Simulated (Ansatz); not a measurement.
Working through a rigid torsion scan of CH7NSn, SMILES [CH3][SnH2][NH2]

Computed with the Python package of Ansatz (0.2.0).

Run as a notebook:

```python
import ansatz as az
from ase import Atoms

atoms = Atoms(["C", "Sn", "N", "H", "H", "H", "H", "H", "H", "H"], positions=[
    (-1.2989, 0.674, -0.5797),
    (0.1247, -0.7398, -0.0488),
    (1.4459, 0.1164, 1.2402),
    (-1.9999, 0.2743, -1.2987),
    (-0.8489, 1.5758, -1.0967),
    (-1.8793, 1.079, 0.3179),
    (0.9946, -1.2762, -1.4814),
    (-0.6137, -2.0813, 0.7207),
    (1.9329, 0.9232, 0.7846),
    (2.2258, -0.5964, 1.445),
])
```

```python
# relax first, so that the scan starts from a minimum
first = (
    az.Crystal.molecule_from_ase(atoms).calculation()
    .basis(gaussian="def2-SVP")
    .functional("pbe0", dispersion="d4")
    .relax(force_tolerance=0.02, max_steps=80)
)
atoms.positions = first.run(threads=1).report["positions_ang"]
```

```python
start = atoms.get_dihedral(2, 1, 0, 3)
energies = {}
for turn in range(0, 121, 15):
    turned = atoms.copy()
    turned.set_dihedral(2, 1, 0, 3, start + turn, indices=[0, 3, 4, 5])
    model = (
        az.Crystal.molecule_from_ase(turned).calculation()
        .basis(gaussian="def2-SVP")
        .functional("pbe0", dispersion="d4")
    )
    energies[round((start + turn) % 360)] = model.run(threads=1).report["free_energy_ev"]
floor = min(energies.values())
print("dihedral N2-Sn1-C0-H3 (deg)   E - E(min) (eV)")
for angle, e in sorted(energies.items()):
    print(f"{angle:8d} {(e - floor):14.3f}  " + "#" * int(30 * (e - floor) / max(max(energies.values()) - floor, 1e-9)))
```

    dihedral N2-Sn1-C0-H3 (deg)   E - E(min) (eV)
         183          0.000
         198          0.002  ###
         213          0.006  #############
         228          0.011  ########################
         243          0.013  ##############################
         258          0.012  ###########################
         273          0.008  #################
         288          0.003  ######
         303          0.001  ##

The scan is rigid and the energies are electronic, in a modest basis. With rigid groups the curve can differ much from the relaxed path, the start wasn't checked as a minimum of this torsion, and equivalent turns needn't return to the same energy. def2 sets replace the cores of elements past krypton by effective core potentials. The whole script took 45 s on 1 thread of Intel(R) Xeon(R) Processor @ 2.30GHz (shared host), peak memory 0.3 GiB.
